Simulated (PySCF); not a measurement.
# C₄H₉BF₃P: magnetic properties

Aim: compute the magnetic properties of C₄H₉BF₃P (`[BH3-][P+](C)(C)C(F)=C(F)F`).

Computed with PySCF 2.14.0 and routines of our own; the level stands in each step. Atoms count from 0.

### 1 The system as given

18 atoms, charge 0, multiplicity 1; geometry from: GFN2-xTB.

### 2 Magnetic properties: GIAO PBE/pcSseg-1

What the job is given:

```
{"job": {"kind": "mag", "xc": "PBE", "basis": "pcSseg-1", "isotopologues": 0}, "charge": 0, "multiplicity": 1}
B     -0.892769     1.914771     0.262619
P     -0.340824     0.111929    -0.085116
C     -0.628798    -1.141350     1.222727
C     -1.021735    -0.696743    -1.578695
C      1.449513    -0.098175    -0.431238
F      1.793396    -0.222716    -1.726283
C      2.403699     0.040077     0.481045
F      3.711919     0.007743     0.286557
F      2.122067     0.174089     1.770397
H     -2.069612     1.800807     0.416804
H     -0.309401     2.244106     1.243769
H     -0.596810     2.530595    -0.710150
H     -1.706406    -1.215679     1.362195
H     -0.226524    -2.115843     0.951739
H     -0.185663    -0.801184     2.155743
H     -0.767238    -0.097701    -2.451532
H     -2.105617    -0.720358    -1.478580
H     -0.637956    -1.708051    -1.703658
```

Method: GIAO PBE/pcSseg-1 magnetisability, rotational g tensor and spin-rotation constants, non-relativistic, gas phase.

Launch:

```console
$ OMP_NUM_THREADS=1 python excited_run.py task.json out
```

The driver reads the jobs from task.json and runs them one after another.

The log of the run:

```text
coarse grid: 15896 points
cycle   1  E = -822.4819000682  dE =  1.031e+00  |g| = 9.454e-01  |ddm| = 3.837e+00
cycle   2  E = -822.0390284144  dE =  4.429e-01  |g| = 1.734e+00  |ddm| = 2.481e+00
cycle   3  E = -822.6646451079  dE = -6.256e-01  |g| = 3.163e-01  |ddm| = 1.768e+00
cycle   4  E = -822.6854922776  dE = -2.085e-02  |g| = 1.088e-01  |ddm| = 3.985e-01
cycle   5  E = -822.6869795604  dE = -1.487e-03  |g| = 6.902e-02  |ddm| = 1.633e-01
cycle   6  E = -822.6880582490  dE = -1.079e-03  |g| = 1.659e-02  |ddm| = 7.163e-02
cycle   7  E = -822.6881246864  dE = -6.644e-05  |g| = 4.223e-03  |ddm| = 1.965e-02
cycle   8  E = -822.6881275121  dE = -2.826e-06  |g| = 1.426e-03  |ddm| = 4.447e-03
final grid: 151128 points
cycle   9  E = -822.7858560188  dE = -5.978e-05  |g| = 1.716e-02  |ddm| = 4.894e-02
cycle  10  E = -822.7857448834  dE =  1.111e-04  |g| = 2.982e-02  |ddm| = 3.469e-02
cycle  11  E = -822.7859198643  dE = -1.750e-04  |g| = 3.676e-03  |ddm| = 2.217e-02
cycle  12  E = -822.7859224610  dE = -2.597e-06  |g| = 5.468e-04  |ddm| = 3.414e-03
cycle  13  E = -822.7859225126  dE = -5.159e-08  |g| = 2.891e-04  |ddm| = 8.112e-04
cycle  14  E = -822.7859225295  dE = -1.690e-08  |g| = 9.466e-05  |ddm| = 3.459e-04
cycle  15  E = -822.7859225317  dE = -2.206e-09  |g| = 2.193e-05  |ddm| = 1.171e-04
cycle  16  E = -822.7859225318  dE = -1.039e-10  |g| = 1.086e-05  |ddm| = 3.030e-05
converged SCF energy = -822.7859225318

Magnetisability tensor (1e-30 J/T^2)
    -1489.81        2.91       18.65
        2.91    -1567.64        5.90
       18.65        5.90    -1530.15
isotropic -1529.20   principal values   -1568.55  -1536.82  -1482.24
isotropic susceptibility -92.091 1e-6 cm^3/mol

Inertial axes            a          b          c
rot. const./GHz      1.8613     0.9877     0.8265
chi total           -89.379    -92.439    -94.454
chi diamagnetic    -764.391  -1289.518  -1483.043
chi paramagnetic    675.012   1197.078   1388.589
quadrupole/D A        2.652      0.988     -3.639
g nuclear            0.5680     0.5455     0.5327
g electronic        -0.5903    -0.5555    -0.5392
g total             -0.0222    -0.0099    -0.0065

Spin-rotation constants (kHz, H = +C I.J)
atom  isotope        aa         bb         cc
  0    11B        0.212      0.119      0.098
  1    31P        2.977      1.718      1.269
  5    19F        0.955      1.231      0.164
  7    19F        2.510      1.568      0.946
  8    19F        2.077      1.207      1.028
  9     1H        0.003     -0.093     -0.078
 10     1H       -0.108     -0.032     -0.074
 11     1H       -0.191     -0.043     -0.027
 12     1H        0.011     -0.100     -0.096
 13     1H       -0.196     -0.088     -0.013
 14     1H       -0.134     -0.014     -0.093
 15     1H       -0.203     -0.033     -0.049
 16     1H        0.037     -0.103     -0.105
 17     1H       -0.184     -0.095     -0.011
  2    13C*       0.288      0.149      0.107
  4    13C*       0.722      0.343      0.206
  6    13C*       0.718      0.445      0.243
* in the singly substituted isotopologue
```

It took 1.8 min on 1 thread of Arm Neoverse N1, shared host; peak memory 0.74 GiB.

From this job:

```tsv
quantity	value
magnetisability	-1529·10⁻³⁰ J/T²
molar susceptibility	-92.1·10⁻⁶ cm³/mol
rotational g (a, b, c)	-0.0222, -0.0099, -0.0065
```

The fields below are evaluated on a grid from the run's orbitals.

Frontier orbitals at PBE/pcSseg-1, with the share of their density that lies nearest to each atom:

```tsv
orbital	energy (eV)	lies on
HOMO	-6.36	C4, C6 about 25 % each; F5 11 %; F7, F8 about 8 % each
LUMO	-1.37	C6 33 %; C4 26 %; P1 9 %
```

ELF in a plane through or near 6 of the atoms.

Ten even steps from ' ' (0.00) to '@' (1.00):
```
                                                        
                                                        
                        ..::..                          
                      ++@@@@@@==....::..                
                      @@@@@@@@%%--%%@@@@++              
                      %%@@@@@@##**@@@@@@@@::            
              ....    ::%%@@%%::++@@@@@@@@::            
            ..----..    ..==**++++%%@@@@**              
              ::==::..  --****%%%%::..                  
      ..++++----..--++==##::++--==::                    
      ..##%%##**++::%%++@@==--::##----****::            
      ..##%%%%++++%%##--%%**++%%%%**@@@@@@%%..          
        --**++....--++++--  ..**::::%%@@@@%%            
          ..                ::%%@@##++++++::            
                            ==@@@@%%--..                
                            --@@@@##..                  
                              ..::                      
                                                        
                                                        
                                                        
```
The map spans 12.4 Å across and 10.3 Å up, centred on the molecule. Atoms in the plane (x, y in Å): P1 (0.4, 0.1), C3 (1.5, -1.3), C6 (-2.4, -0.1), H9 (1.9, 2.0), H10 (-0.1, 2.5), H16 (2.5, -1.1).

On the surface of density 0.002 e/bohr³ the electrostatic potential runs, from the 1st to the 99th percentile, from -1.26 to 1.33 V.

### 3 Results

| quantity | value |
| --- | --- |
| magnetisability (step 2, GIAO PBE/pcSseg-1) | -1529·10⁻³⁰ J/T² |
| molar susceptibility (step 2, GIAO PBE/pcSseg-1) | -92.1·10⁻⁶ cm³/mol |
| rotational g (a, b, c) (step 2, GIAO PBE/pcSseg-1) | -0.0222, -0.0099, -0.0065 |
| surface potential, 1st and 99th percentile | -1.26 V and 1.33 V |

**Reading.** At PBE/pcSseg-1, counted by nearest atom on the grid, the HOMO lies on C4, C6 about 25 % each; F5 11 %, the LUMO on C6 33 %; C4 26 %. Vibrational averaging and real surroundings are missing from these values.
